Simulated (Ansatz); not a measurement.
**CH6GeOS: one species, many methods**

One table from this session's results is given with a row withheld; the runs are named, their logs left out.

The runs use Ansatz 0.2.0, Gaussian basis; functionals in def2-TZVPP, the program's frozen cores in correlated methods.

The runs, in order: PBE-D4, r2SCAN-D4, PBE0-D4, B3LYP-D4, ωB97X-V, ωB97M-V, B2PLYP; CCSD(T)/def2-TZVPP; MP2/def2-QZVPP; extrapolation to the limit.

## The geometry

The geometry comes from an earlier relaxation with PBE0-D4 in a triple-zeta def2 set; it is a stationary point, not always the lowest conformer.

SMILES `C[O][GeH2][SH]`, 10 atoms, charge 0, spin multiplicity 1.

Atoms are counted from 1 here; the program's logs count them from 0.

Bond lengths: C1–O2 1.409 Å, C1–H5 1.098 Å, C1–H6 1.092 Å, C1–H7 1.096 Å, O2–Ge3 1.773 Å, Ge3–S4 2.220 Å, Ge3–H8 1.538 Å, Ge3–H9 1.530 Å, S4–H10 1.343 Å. Angles: O2–C1–H5 111.9°, O2–C1–H6 107.9°, O2–C1–H7 111.9°, H5–C1–H6 108.2°, H5–C1–H7 108.4°, H6–C1–H7 108.5°, C1–O2–Ge3 118.8°, O2–Ge3–S4 111.0°, O2–Ge3–H8 110.1°, O2–Ge3–H9 104.0°, S4–Ge3–H8 104.9°, S4–Ge3–H9 112.0°, H8–Ge3–H9 115.0°, Ge3–S4–H10 94.0°.

The first run:

File in.yaml:

```yaml
crystal:
  periodic: [false, false, false]
  atoms:
    - {symbol: C, position_ang: [-0.444980, -1.296940, -0.808780]}
    - {symbol: O, position_ang: [-0.075118, 0.042532, -1.042432]}
    - {symbol: Ge, position_ang: [0.796491, 0.922864, 0.226647]}
    - {symbol: S, position_ang: [-0.397853, 1.012242, 2.095489]}
    - {symbol: H, position_ang: [0.429115, -1.942308, -0.650551]}
    - {symbol: H, position_ang: [-0.978833, -1.655641, -1.691376]}
    - {symbol: H, position_ang: [-1.106730, -1.392718, 0.060161]}
    - {symbol: H, position_ang: [2.078120, 0.163941, 0.610784]}
    - {symbol: H, position_ang: [1.023254, 2.311098, -0.374975]}
    - {symbol: H, position_ang: [-1.323476, 1.834911, 1.575033]}
basis:
  gaussian: {orbitals: def2-TZVPP}
hamiltonian: {xc: pbe, dispersion: d4}
output: {forces: true, orbitals: {seedname: orbitals}}
```

Command:

```
> ansatz run in.yaml --threads 2 --pin off --events-out ev --progress --plain --max-ram 22528MiB --backend cpu
```

Steps of the session up to this table: PBE-D4 (GGA); r2SCAN-D4 (meta-GGA); PBE0-D4 (hybrid); B3LYP-D4 (hybrid); ωB97X-V (range-separated); ωB97M-V (range-separated); B2PLYP (double hybrid); CCSD(T) in def2-TZVPP; MP2 in def2-QZVPP.

One of the session's tables, all rows but one given; the rest of the session is left out.

It belongs to the step «Atomisation energies». 

```
            method  atomisation energy (kJ/mol)
            PBE-D4                       3314.7
         r2SCAN-D4                       3288.9
           PBE0-D4                            ?
          B3LYP-D4                       3264.2
           ωB97X-V                       3299.2
           ωB97M-V                       3281.3
            B2PLYP                       3234.4
     HF/def2-TZVPP                       2334.8
    MP2/def2-TZVPP                       3240.3
   CCSD/def2-TZVPP                       3163.6
CCSD(T)/def2-TZVPP                       3213.0
           MP2/CBS                       3318.8
       CCSD(T)/CBS                       3291.5
```

**Question.** Estimate the row for PBE0-D4.

The run gave: atomisation energy (kJ/mol): 3260.4. In the column «atomisation energy (kJ/mol)» it lies between MP2/def2-TZVPP (3240.3) and B3LYP-D4 (3264.2).
